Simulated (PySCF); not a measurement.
# One shape, several levels: C2H10AlN (SMILES C[NH+](C)[AlH3-])

Wanted: a comparison of 5 runs (HF/STO-3G, HF/def2-SVP, B3LYP/6-31G*, SVWN5/def2-TZVP) of C2H10AlN. 

The results are computed with PySCF 2.14.0.

**1. The molecule**

C2H10AlN: 14 atoms, total charge 0, spin state singlet. As SMILES, `C[NH+](C)[AlH3-]`. The coordinates come from a PBE0-D4/def2-TZVP relaxation.

Bond lengths: C1–N2 1.467 Å, N2–C3 1.467 Å, N2–Al4 2.045 Å, C1–H5 1.090 Å, C1–H6 1.094 Å, C1–H7 1.091 Å, N2–H8 1.016 Å, C3–H9 1.091 Å, C3–H10 1.089 Å, C3–H11 1.094 Å, Al4–H12 1.606 Å, Al4–H13 1.606 Å, Al4–H14 1.606 Å. Some angles: C1–N2–C3 112.0°, C1–N2–Al4 111.1°, C3–N2–Al4 111.2°, C1–N2–H8 108.5°, C3–N2–H8 108.5°, Al4–N2–H8 105.2°, N2–C1–H5 109.3°, N2–C1–H6 111.5°, N2–C1–H7 108.5°, N2–C3–H9 108.5°.

**2. Energy and forces at HF/STO-3G (run 1)**

File job.py:

```python
import pyscf.grad
from pyscf import gto, scf

molecule = gto.M(
    atom='''
C     -0.445597     2.113659    -1.765949
N     -0.775922     0.238294     0.249633
C      0.565595     0.956957     2.567571
Al     0.277979    -3.285856    -0.938249
H     -1.533324     1.537670    -3.416436
H     -1.043507     3.996204    -1.154056
H      1.547875     2.172051    -2.286380
H     -2.649396     0.097510     0.649121
H      2.588547     0.980201     2.173185
H      0.202390    -0.448432     4.027573
H     -0.018519     2.825896     3.231999
H     -0.399110    -4.897225     1.541828
H      3.213290    -2.745016    -1.489293
H     -1.554489    -3.597094    -3.336311
''',
    charge=0,
    basis='sto-3g',
    spin=0,
    max_memory=1860,
    unit='bohr',
    verbose=4,
)

hf = scf.RHF(molecule)
hf.conv_tol = 1e-10
hf.kernel()
if not hf.converged:
    hf = hf.newton().run(hf.mo_coeff, hf.mo_occ)

etot = hf.e_tot
print('E(%s) = %.9f' % ('HF', etot))
grad = hf.Gradients().kernel()
dip = hf.dip_moment()
pop, q = hf.mulliken_pop()
```

Command:

```
OMP_NUM_THREADS=1 python job.py
```

The log of the run:

```text
PySCF version 2.14.0

[... 64 lines left out ...]
converged SCF energy = -373.379684446977
[... 12 lines left out ...]
Dipole moment(X, Y, Z, Debye): -1.37143,  4.81445,  1.60699
[... 10 lines left out ...]
pop of  1 N 2pz           1.14395
pop of  2 C 1s            1.99218
pop of  2 C 2s            1.17807
pop of  2 C 2px           1.00457
pop of  2 C 2py           1.02934
pop of  2 C 2pz           0.88647
pop of  3 Al 1s           1.99940
pop of  3 Al 2s           1.98063
pop of  3 Al 3s           0.94486
pop of  3 Al 2px          1.94090
pop of  3 Al 2py          1.93073
pop of  3 Al 2pz          1.94053
pop of  3 Al 3px          0.57216
pop of  3 Al 3py          0.30165
pop of  3 Al 3pz          0.56428
pop of  4 H 1s            0.90452
pop of  5 H 1s            0.92846
pop of  6 H 1s            0.90637
pop of  7 H 1s            0.79078
pop of  8 H 1s            0.90642
pop of  9 H 1s            0.90448
pop of  10 H 1s           0.92844
pop of  11 H 1s           1.33808
pop of  12 H 1s           1.33956
pop of  13 H 1s           1.33811
 ** Mulliken atomic charges  **
charge of    0C =     -0.09063
charge of    1N =     -0.35835
charge of    2C =     -0.09063
charge of    3Al =      0.82485
charge of    4H =      0.09548
charge of    5H =      0.07154
charge of    6H =      0.09363
charge of    7H =      0.20922
charge of    8H =      0.09358
charge of    9H =      0.09552
charge of   10H =      0.07156
charge of   11H =     -0.33808
charge of   12H =     -0.33956
charge of   13H =     -0.33811
```

Run time: 5.4 s. Hardware: 1 thread of Intel Xeon at 2.50GHz (Skylake/Cascade Lake), shared host; peak memory 0.12 GiB.

**3. Energy and forces at HF/def2-SVP (run 2)**

File calc.py:

```python
# C[NH+](C)[AlH3-]
import pyscf.grad
from pyscf import gto, scf

mol = gto.M(
    atom='''
C     -0.445597     2.113659    -1.765949
N     -0.775922     0.238294     0.249633
C      0.565595     0.956957     2.567571
Al     0.277979    -3.285856    -0.938249
H     -1.533324     1.537670    -3.416436
H     -1.043507     3.996204    -1.154056
H      1.547875     2.172051    -2.286380
H     -2.649396     0.097510     0.649121
H      2.588547     0.980201     2.173185
H      0.202390    -0.448432     4.027573
H     -0.018519     2.825896     3.231999
H     -0.399110    -4.897225     1.541828
H      3.213290    -2.745016    -1.489293
H     -1.554489    -3.597094    -3.336311
''',
    verbose=4,
    basis='def2-svp',
    max_memory=1860,
    unit='bohr',
)

mf = scf.RHF(mol)
mf.conv_tol = 1e-10
mf.kernel()
if not mf.converged:
    mf = mf.newton().run(mf.mo_coeff, mf.mo_occ)

e_tot = mf.e_tot
print('E = %.10f Eh' % e_tot)
grad = mf.Gradients().kernel()
dip = mf.dip_moment()
pop, q = mf.mulliken_pop()
```

Command:

```
OMP_NUM_THREADS=1 python calc.py
```

The log of the run:

```text
PySCF version 2.14.0

[... 68 lines left out ...]
converged SCF energy = -377.750252779364
[... 12 lines left out ...]
Dipole moment(X, Y, Z, Debye): -1.38155,  5.28788,  1.73590
[... 86 lines left out ...]
pop of  9 H 1s            0.75101
pop of  9 H 2s            0.14429
pop of  9 H 2px           0.00384
pop of  9 H 2py           0.01112
pop of  9 H 2pz           0.01046
pop of  10 H 1s           0.76076
pop of  10 H 2s           0.17101
pop of  10 H 2px          0.00449
pop of  10 H 2py          0.01584
pop of  10 H 2pz          0.00433
pop of  11 H 1s           0.72160
pop of  11 H 2s           0.59068
pop of  11 H 2px          0.00048
pop of  11 H 2py          0.00179
pop of  11 H 2pz          0.00359
pop of  12 H 1s           0.72225
pop of  12 H 2s           0.58396
pop of  12 H 2px          0.00517
pop of  12 H 2py          0.00024
pop of  12 H 2pz          0.00043
pop of  13 H 1s           0.72161
pop of  13 H 2s           0.59066
pop of  13 H 2px          0.00206
pop of  13 H 2py          0.00023
pop of  13 H 2pz          0.00356
 ** Mulliken atomic charges  **
charge of    0C =      0.11699
charge of    1N =     -0.59734
charge of    2C =      0.11707
charge of    3Al =      0.73184
charge of    4H =      0.07928
charge of    5H =      0.04358
charge of    6H =      0.07212
charge of    7H =      0.18987
charge of    8H =      0.07206
charge of    9H =      0.07927
charge of   10H =      0.04357
charge of   11H =     -0.31815
charge of   12H =     -0.31206
charge of   13H =     -0.31813
```

Run time: 31 s. Hardware: 1 thread of Intel Xeon at 2.50GHz (Skylake/Cascade Lake), shared host; peak memory 0.26 GiB.

Runs 3 to 4 aren't shown in full; the table further down has their settings and results.

**4. Energy and gradient at SVWN5/def2-TZVP (run 5)**

File input.py:

```python
# C[NH+](C)[AlH3-]
import pyscf.grad
from pyscf import gto, dft

molecule = gto.Mole()
molecule.atom = '''
C   -0.235800   1.118500  -0.934500
N   -0.410600   0.126100   0.132100
C    0.299300   0.506400   1.358700
Al   0.147100  -1.738800  -0.496500
H   -0.811400   0.813700  -1.807900
H   -0.552200   2.114700  -0.610700
H    0.819100   1.149400  -1.209900
H   -1.402000   0.051600   0.343500
H    1.369800   0.518700   1.150000
H    0.107100  -0.237300   2.131300
H   -0.009800   1.495400   1.710300
H   -0.211200  -2.591500   0.815900
H    1.700400  -1.452600  -0.788100
H   -0.822600  -1.903500  -1.765500
'''
molecule.basis = 'def2-tzvp'
molecule.spin = 0
molecule.max_memory = 1860
molecule.charge = 0
molecule.verbose = 4
molecule.build()

mf = dft.RKS(molecule)
mf.xc = 'svwn'
mf.grids.level = 5
mf.conv_tol = 1e-10
mf.kernel()
if not mf.converged:
    mf = mf.newton().run(mf.mo_coeff, mf.mo_occ)

e_tot = mf.e_tot
print('E = %.10f Eh' % e_tot)
grad = mf.Gradients().kernel()
mf.analyze()
```

Command:

```
OMP_NUM_THREADS=1 python input.py
```

The log of the run:

```text
PySCF version 2.14.0

[... 109 lines left out ...]
MO #3   energy= -9.83123748448429  occ= 2
[... 16 lines left out ...]
MO #20  energy= -0.227296718585961 occ= 2
[... 16 lines left out ...]
MO #37  energy= 0.158650011125727  occ= 0
[... 16 lines left out ...]
MO #54  energy= 0.391763943980973  occ= 0
[... 16 lines left out ...]
MO #71  energy= 0.757433500808377  occ= 0
[... 16 lines left out ...]
MO #88  energy= 1.28014938531991   occ= 0
[... 16 lines left out ...]
MO #105 energy= 1.74946837690693   occ= 0
[... 16 lines left out ...]
MO #122 energy= 2.19201683649405   occ= 0
[... 16 lines left out ...]
MO #139 energy= 2.62800532227233   occ= 0
[... 16 lines left out ...]
MO #156 energy= 3.29618689435225   occ= 0
[... 16 lines left out ...]
MO #173 energy= 4.61055864313879   occ= 0
[... 16 lines left out ...]
MO #190 energy= 32.0179499632772   occ= 0
[... 168 lines left out ...]
pop of  10 H 1s           0.86634
pop of  10 H 2s           0.00334
pop of  10 H 3s           0.00221
pop of  10 H 2px          0.00013
pop of  10 H 2py          0.00042
pop of  10 H 2pz          0.00018
pop of  11 H 1s           1.13173
pop of  11 H 2s           0.00041
pop of  11 H 3s           0.00097
pop of  11 H 2px          0.00011
pop of  11 H 2py          0.00065
pop of  11 H 2pz          0.00108
pop of  12 H 1s           1.13111
pop of  12 H 2s           0.00045
pop of  12 H 3s           0.00092
pop of  12 H 2px          0.00164
pop of  12 H 2py          0.00003
pop of  12 H 2pz          0.00012
pop of  13 H 1s           1.13174
pop of  13 H 2s           0.00041
pop of  13 H 3s           0.00097
pop of  13 H 2px          0.00060
pop of  13 H 2py          0.00008
pop of  13 H 2pz          0.00115
 ** Mulliken atomic charges  **
charge of    0C =     -0.29595
charge of    1N =     -0.19844
charge of    2C =     -0.29594
charge of    3Al =      0.06843
charge of    4H =      0.15567
charge of    5H =      0.12737
charge of    6H =      0.15138
charge of    7H =      0.25721
charge of    8H =      0.15134
charge of    9H =      0.15569
charge of   10H =      0.12739
charge of   11H =     -0.13495
charge of   12H =     -0.13426
charge of   13H =     -0.13495
Dipole moment(X, Y, Z, Debye): -1.29945,  4.83531,  1.59556
```

It took 3.8 min on 1 thread of Intel Xeon at 2.50GHz (Skylake/Cascade Lake), shared host; peak memory 2 GiB.

**5. The series**

```tsv
run	level	integration grid	Cartesian functions	energy (Eh)	dipole moment (D)	HOMO energy (eV)	LUMO energy (eV)	wall time
1	HF/STO-3G	–	no	-373.379684	5.26	-7.62	13.82	5.4 s
2	HF/def2-SVP	–	no	-377.750253	5.73	-10.44	3.58	31 s
3	B3LYP/6-31G* (spherical functions)	5	no	-379.414731	5.55	-7.05	0.42	72 s
4	B3LYP/6-31G* (Cartesian functions)	5	yes	-379.418517	5.55	-7.05	0.41	72 s
5	SVWN5/def2-TZVP	5	no	-377.158961	5.25	-6.14	-0.90	3.8 min
```

**6. What came out**

```
                       quantity          value
            run 5: total energy  -377.15896 Eh
           run 5: dipole moment         5.25 D
             run 5: HOMO energy       -6.14 eV
             run 5: LUMO energy       -0.90 eV
           run 5: HOMO–LUMO gap        5.24 eV
run 5: largest force on an atom     0.661 eV/Å
```

What this shows: The dipole moment (its size) runs from 5.25 D (SVWN5/def2-TZVP) to 5.73 D (HF/def2-SVP). The two ends differ in method and basis. The HOMO–LUMO gap runs from 5.24 eV (SVWN5/def2-TZVP) to 21.44 eV (HF/STO-3G). Totals of different functionals can't be ranked against each other. In run 1 the basis is minimal, so the values are rough. All runs together took 6.8 min, the longest 3.8 min.
